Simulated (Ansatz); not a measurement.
# CH3ClOSi: one species, many methods

The task here is to estimate one member of a computed series from the others.

Method: functionals in def2-TZVPP, the program's frozen cores in correlated methods; program: Ansatz 0.2.0, Gaussian basis.

Plan: LDA (SPW92), PBE-D4, revPBE-D4, BLYP-D4, r2SCAN-D4, B97M-V, PBE0-D4, B3LYP-D4, r2SCANh-D4, r2SCAN0-D4, HSE06-D4, BHLYP-D4, CAM-B3LYP-D4, LC-ωPBE, ωB97X-V, ωB97M-V, B2PLYP, PBE-QIDH; CCSD(T)/def2-SVP; CCSD(T)/def2-TZVPP; MP2/def2-QZVPP; extrapolation to the limit; RPA on PBE.

### The relaxed structure

An earlier PBE0-D4 in a triple-zeta def2 set relaxation fixed the geometry.

SMILES `Cl[SiH]1CO1`, 7 atoms, charge 0, spin multiplicity 1.

Atoms are counted from 1 here; the program's logs count them from 0.

Bond lengths: Cl1–Si2 2.030 Å, Si2–C3 1.794 Å, Si2–O4 1.643 Å, Si2–H5 1.471 Å, C3–O4 1.493 Å, C3–H6 1.088 Å, C3–H7 1.088 Å. Angles: Cl1–Si2–C3 122.0°, Cl1–Si2–O4 118.0°, Cl1–Si2–H5 109.1°, C3–Si2–O4 51.3°, C3–Si2–H5 125.9°, O4–Si2–H5 118.2°, Si2–C3–O4 59.1°, Si2–C3–H6 121.0°, Si2–C3–H7 123.1°, O4–C3–H6 112.3°, O4–C3–H7 112.6°, H6–C3–H7 113.8°, Si2–O4–C3 69.6°.

Set-up of the first run:

Contents of in.yaml:

```yaml
crystal:
  periodic: [false, false, false]
  atoms:
    - {symbol: Cl, position_ang: [1.186586, -1.892004, -1.176026]}
    - {symbol: Si, position_ang: [-0.015707, -0.816909, 0.055875]}
    - {symbol: C, position_ang: [-0.180237, 0.963762, -0.091142]}
    - {symbol: O, position_ang: [0.673780, 0.358347, 0.973838]}
    - {symbol: H, position_ang: [-0.982345, -1.721683, 0.697031]}
    - {symbol: H, position_ang: [0.402534, 1.522490, -0.819986]}
    - {symbol: H, position_ang: [-1.023312, 1.518097, 0.314712]}
basis:
  gaussian: {orbitals: def2-TZVPP}
hamiltonian: {xc: lda}
output: {orbitals: {seedname: orbitals}}
```

Started as:

```console
$ ansatz run in.yaml --threads 2 --pin off --events-out ev --progress --plain --max-ram 4352MiB
```

Steps of the session up to this table: LDA; PBE-D4 (GGA); revPBE-D4 (GGA); BLYP-D4 (GGA); r2SCAN-D4 (meta-GGA); B97M-V (meta-GGA); PBE0-D4 (hybrid); B3LYP-D4 (hybrid); r2SCANh-D4 (hybrid); r2SCAN0-D4 (hybrid); HSE06-D4 (hybrid); BHLYP-D4 (hybrid); CAM-B3LYP-D4 (range-separated); LC-ωPBE (range-separated); ωB97X-V (range-separated); ωB97M-V (range-separated); B2PLYP (double hybrid); PBE-QIDH (double hybrid).

One of the session's tables, all rows but one given; the rest of the session is left out.

It belongs to the step «Orbital energies across the functionals». 

```
  functional  HOMO (eV)  gap (eV)
 LDA (SPW92)          ?         ?
      PBE-D4      -6.59      5.41
   revPBE-D4      -6.53      5.44
     BLYP-D4      -6.45      5.39
   r2SCAN-D4      -6.84      5.95
      B97M-V      -6.90      5.94
     PBE0-D4      -7.89      7.57
    B3LYP-D4      -7.67      7.11
  r2SCANh-D4      -7.32      6.74
  r2SCAN0-D4      -8.06      7.91
    HSE06-D4      -7.49      6.79
    BHLYP-D4      -9.10      9.65
CAM-B3LYP-D4      -9.27      9.96
     LC-ωPBE     -10.64     12.49
     ωB97X-V     -10.26     12.00
     ωB97M-V     -10.12     11.59
```

Estimate the missing values for LDA (SPW92).

**Answer.** HOMO (eV): -6.75; gap (eV): 5.34. In the column «HOMO (eV)» it lies between r2SCAN-D4 (-6.84) and PBE-D4 (-6.59).
